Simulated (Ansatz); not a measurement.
# C2H7GaGe: a ladder of functionals and wavefunction methods

Aim: compute C2H7GaGe with functionals from several rungs and with coupled cluster. The yardstick is the atomisation energy at the CCSD(T) limit.

Program: Ansatz 0.2.0, Gaussian basis. Level of theory: functionals in def2-TZVPP, the program's frozen cores in correlated methods. These are calculated values, not measurements.

The runs, in order: LDA (SPW92), PBE-D4, revPBE-D4, BLYP-D4, r2SCAN-D4, B97M-V, PBE0-D4, B3LYP-D4, r2SCANh-D4, r2SCAN0-D4, HSE06-D4, BHLYP-D4, CAM-B3LYP-D4, LC-ωPBE, ωB97X-V, ωB97M-V, B2PLYP, PBE-QIDH; CCSD(T)/def2-SVP; CCSD(T)/def2-TZVPP; MP2/def2-QZVPP; extrapolation to the limit; RPA on PBE.

**1. The relaxed structure**

All runs share one geometry, relaxed beforehand with PBE0-D4 in a triple-zeta def2 set.

SMILES `C=[CH][GaH][GeH3]`, 11 atoms, charge 0, spin multiplicity 1.

Atoms are counted from 1 here; the program's logs count them from 0.

Bond lengths: C1–C2 1.334 Å, C1–H5 1.088 Å, C1–H6 1.088 Å, C2–Ga3 1.953 Å, C2–H7 1.089 Å, Ga3–Ge4 2.446 Å, Ga3–H8 1.573 Å, Ge4–H9 1.542 Å, Ge4–H10 1.542 Å, Ge4–H11 1.542 Å. Angles: C2–C1–H5 121.9°, C2–C1–H6 122.5°, H5–C1–H6 115.6°, C1–C2–Ga3 121.3°, C1–C2–H7 117.7°, Ga3–C2–H7 121.0°, C2–Ga3–Ge4 118.9°, C2–Ga3–H8 120.7°, Ge4–Ga3–H8 120.4°, Ga3–Ge4–H9 111.1°, Ga3–Ge4–H10 111.1°, Ga3–Ge4–H11 113.9°, H9–Ge4–H10 106.6°, H9–Ge4–H11 106.9°, H10–Ge4–H11 106.9°.

**2. LDA**

This LDA is Slater exchange with PW92 correlation.

The input, in.yaml:

```yaml
crystal:
  periodic: [false, false, false]
  atoms:
    - {symbol: C, position_ang: [-0.339022, 1.955357, 0.504640]}
    - {symbol: C, position_ang: [-0.148669, 1.007694, 1.423571]}
    - {symbol: Ga, position_ang: [0.175309, -0.848728, 0.912331]}
    - {symbol: Ge, position_ang: [0.221641, -1.430377, -1.463332]}
    - {symbol: H, position_ang: [-0.321989, 1.734666, -0.560303]}
    - {symbol: H, position_ang: [-0.519824, 2.996196, 0.766522]}
    - {symbol: H, position_ang: [-0.179052, 1.304204, 2.470921]}
    - {symbol: H, position_ang: [0.403406, -1.955969, 2.006437]}
    - {symbol: H, position_ang: [1.579604, -2.044227, -1.858618]}
    - {symbol: H, position_ang: [-0.852100, -2.485399, -1.797388]}
    - {symbol: H, position_ang: [-0.019313, -0.233427, -2.404781]}
basis:
  gaussian: {orbitals: def2-TZVPP}
hamiltonian: {xc: lda}
output: {orbitals: {seedname: orbitals}}
```

The run is started by

```sh
> ansatz run in.yaml --threads 4 --pin off --events-out ev --progress --plain --max-ram 10444MiB
```

The runs that follow: PBE-D4 (GGA); revPBE-D4 (GGA); BLYP-D4 (GGA); r2SCAN-D4 (meta-GGA); B97M-V (meta-GGA); B3LYP-D4 (hybrid); r2SCANh-D4 (hybrid); r2SCAN0-D4 (hybrid); HSE06-D4 (hybrid); BHLYP-D4 (hybrid); CAM-B3LYP-D4 (range-separated); LC-ωPBE (range-separated); ωB97X-V (range-separated); ωB97M-V (range-separated); B2PLYP (double hybrid); PBE-QIDH (double hybrid); CCSD(T) in def2-SVP; CCSD(T) in def2-TZVPP; MP2 in def2-QZVPP; RPA on PBE orbitals.

Before running them: what should the planned runs give, taken together? Wanted: atomisation energy, CCSD(T)/CBS; farthest beyond LDA; mean size of error, GGA; mean size of error, meta-GGA; mean size of error, hybrid; mean size of error, range-separated; mean size of error, double hybrid; gap, smallest and largest; T1 diagnostic.

**Answer**, as computed:

| quantity | value |
| --- | --- |
| atomisation energy, CCSD(T)/CBS | 844.3 kcal/mol |
| functionals within 8.4 kcal/mol (1.0 %) | PBE-D4, r2SCAN-D4, B97M-V, PBE0-D4, B3LYP-D4, r2SCANh-D4, HSE06-D4, CAM-B3LYP-D4, ωB97X-V, ωB97M-V, PBE-QIDH |
| farthest beyond LDA | BHLYP-D4 (-21.4 kcal/mol) |
| mean size of error, GGA | 10.5 kcal/mol |
| mean size of error, meta-GGA | 1.8 kcal/mol |
| mean size of error, hybrid | 8.6 kcal/mol |
| mean size of error, range-separated | 4.5 kcal/mol |
| mean size of error, double hybrid | 10.0 kcal/mol |
| gap, smallest and largest | 3.41 eV (LDA (SPW92)), 10.02 eV (LC-ωPBE) |
| T1 diagnostic | 0.0125 |
| triples share of the correlation energy | 4.0 % |

The LDA atomisation energy is off by 105.3 kcal/mol (12 %): it overbinds. PBE-D4 misses by +1.7 kcal/mol. Double hybrids carry the basis error of their MP2 part in triple zeta, and no dispersion term here, so their miss is partly the set-up's. The rungs meta-GGA, range-separated miss on average by less than the doubt on the reference (8.4 kcal/mol), so they tie. The reference freezes the cores and leaves out relativity and excitations past (T), and its outer-core shells are covered unevenly, so misses under about 8.4 kcal/mol can't be ranked. Hartree-Fock recovers 74 % of the binding; the rest is correlation. CCSD(T) in def2-SVP is off by -41.8 kcal/mol, which most functionals beat. Orbital gaps span 3.4 to 10.0 eV; exact exchange widens them. Correlated methods include outer-core shells of Ga, Ge, which these sets cover unevenly.
